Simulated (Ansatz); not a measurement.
**CH4GeO2S: a ladder of functionals and wavefunction methods**

Aim: compute CH4GeO2S with functionals from several rungs and with coupled cluster. The yardstick is the atomisation energy at the CCSD(T) limit.

Computed with Ansatz 0.2.0, Gaussian basis. Level: functionals in def2-TZVPP, the program's frozen cores in correlated methods.

The runs, in order: PBE-D4, r2SCAN-D4, PBE0-D4, B3LYP-D4, ωB97X-V, ωB97M-V, B2PLYP; CCSD(T)/def2-TZVPP; MP2/def2-QZVPP; extrapolation to the limit.

## (1) Structure used throughout

The geometry comes from an earlier relaxation with PBE0-D4 in a triple-zeta def2 set; it is a stationary point, not always the lowest conformer.

SMILES `OC(=S)[O][GeH3]`, 9 atoms, charge 0, spin multiplicity 1.

Atoms are counted from 1 here; the program's logs count them from 0.

Bond lengths: O1–C2 1.343 Å, O1–H6 0.966 Å, C2–S3 1.635 Å, C2–O4 1.302 Å, O4–Ge5 1.833 Å, Ge5–H7 1.529 Å, Ge5–H8 1.528 Å, Ge5–H9 1.529 Å. Angles: C2–O1–H6 106.8°, O1–C2–S3 123.0°, O1–C2–O4 111.8°, S3–C2–O4 125.2°, C2–O4–Ge5 122.6°, O4–Ge5–H7 107.9°, O4–Ge5–H8 100.6°, O4–Ge5–H9 107.9°, H7–Ge5–H8 113.0°, H7–Ge5–H9 113.3°, H8–Ge5–H9 113.0°.

## (2) PBE-D4 (GGA)

in.yaml

```yaml
crystal:
  periodic: [false, false, false]
  atoms:
    - {symbol: O, position_ang: [0.152924, 1.386793, 0.414209]}
    - {symbol: C, position_ang: [0.099072, 0.335640, 1.247796]}
    - {symbol: S, position_ang: [0.187705, 0.482556, 2.873444]}
    - {symbol: O, position_ang: [-0.029978, -0.787052, 0.601989]}
    - {symbol: Ge, position_ang: [-0.124257, -0.869247, -1.226372]}
    - {symbol: H, position_ang: [0.248000, 2.175119, 0.965076]}
    - {symbol: H, position_ang: [1.181933, -0.309021, -1.790909]}
    - {symbol: H, position_ang: [-0.267165, -2.376558, -1.432875]}
    - {symbol: H, position_ang: [-1.359834, -0.084628, -1.669559]}
basis:
  gaussian: {orbitals: def2-TZVPP}
hamiltonian: {xc: pbe, dispersion: d4}
output: {forces: true, orbitals: {seedname: orbitals}}
```

The run is started by

```console
> ansatz run in.yaml --threads 4 --pin off --events-out ev --progress --plain --max-ram 10444MiB
```

Further steps of the session: r2SCAN-D4 (meta-GGA); PBE0-D4 (hybrid); B3LYP-D4 (hybrid); ωB97X-V (range-separated); ωB97M-V (range-separated); B2PLYP (double hybrid); CCSD(T) in def2-TZVPP; MP2 in def2-QZVPP.

**Question.** What will the summary of the whole plan be? Wanted: atomisation energy, CCSD(T)/CBS; farthest; mean size of error, hybrid; mean size of error, range-separated; gap, smallest and largest; T1 diagnostic; triples share of the correlation energy.

The runs gave:

```
                               quantity                                           value
        atomisation energy, CCSD(T)/CBS                                   3134.2 kJ/mol
 functionals within 31.3 kJ/mol (1.0 %)  r2SCAN-D4, PBE0-D4, B3LYP-D4, ωB97X-V, ωB97M-V
                               farthest                           PBE-D4 (+91.8 kJ/mol)
             mean size of error, hybrid                                     18.6 kJ/mol
    mean size of error, range-separated                                      8.2 kJ/mol
              gap, smallest and largest            3.73 eV (PBE-D4), 10.47 eV (ωB97X-V)
                          T1 diagnostic                                          0.0152
triples share of the correlation energy                                           4.2 %
```

**Reading.** PBE-D4 misses by +91.8 kJ/mol. Double hybrids carry the basis error of their MP2 part in triple zeta, and no dispersion term here, so their miss is partly the set-up's. Misses under about 31.3 kJ/mol are within the doubt on the reference itself, which lacks core-valence correlation, relativity and higher excitations, and its outer-core shells are covered unevenly. Hartree-Fock recovers 66 % of the binding; the rest is correlation. Orbital gaps span 3.7 to 10.5 eV; exact exchange widens them. Correlated methods include outer-core shells of Ge, which these sets cover unevenly.
